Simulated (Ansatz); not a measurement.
The system is ZnCd2N2.

```
Cd Zn N
1.0
     3.40066   -1.97148    0.00000
     3.40066    1.97148    0.00000
    -2.27457    0.00000    6.53110
Cd Zn N
2 1 2
Direct
  0.72494 0.72494 0.17258
  0.27506 0.27506 0.82742
  0.50000 0.50000 0.50000
  0.59487 0.59487 0.78431
  0.40513 0.40513 0.21569
```

The cell comes from a database or a generator and needn't be the stable form of this composition.

- Program: Ansatz 0.2.0
- Task: single point
- Functional: PBE
- Potentials or basis: Ansatz PAW
- Cutoff: 420 eV (not typed: the program's choice for these potentials)
- k mesh: 8 × 8 × 4
- Occupations: fermi-dirac, width 0.05 eV
- Spin: no spin polarisation

On this cell: pressure -1.0 GPa; largest force 0.071 eV/Å; band gap on the k mesh none (metal or under the smearing width).

The same run follows on a disturbed copy (atoms moved at random, drawn with an rms of 0.05 Å):

```
Cd Zn N
1.0
     3.40066   -1.97148    0.00000
     3.40066    1.97148    0.00000
    -2.27457    0.00000    6.53110
Cd Zn N
2 1 2
Direct
  0.71904 0.71508 0.17391
  0.29202 0.27096 0.83094
  0.50972 0.48411 0.49272
  0.58462 0.60669 0.78786
  0.40731 0.39966 0.21976
```

**Question.** What does the disturbed cell give?

**Answer.** The energy (extrapolated to zero smearing) moves by +21.3 meV/atom; pressure -0.4 GPa; largest force 2.201 eV/Å; band gap on the k mesh none (metal or under the smearing width).

Forces on the atoms (eV/Å):
```
Cd   0.256 -0.069 -0.099
Cd  -0.182  0.333 -0.162
Zn  -0.017  0.162  2.195
N    0.112 -0.416 -0.821
N   -0.168 -0.010 -1.112
```

Stress tensor (GPa, compression positive):
```
 0.36  0.88 -0.01
 0.88 -1.57 -0.03
-0.01 -0.03  0.11
```
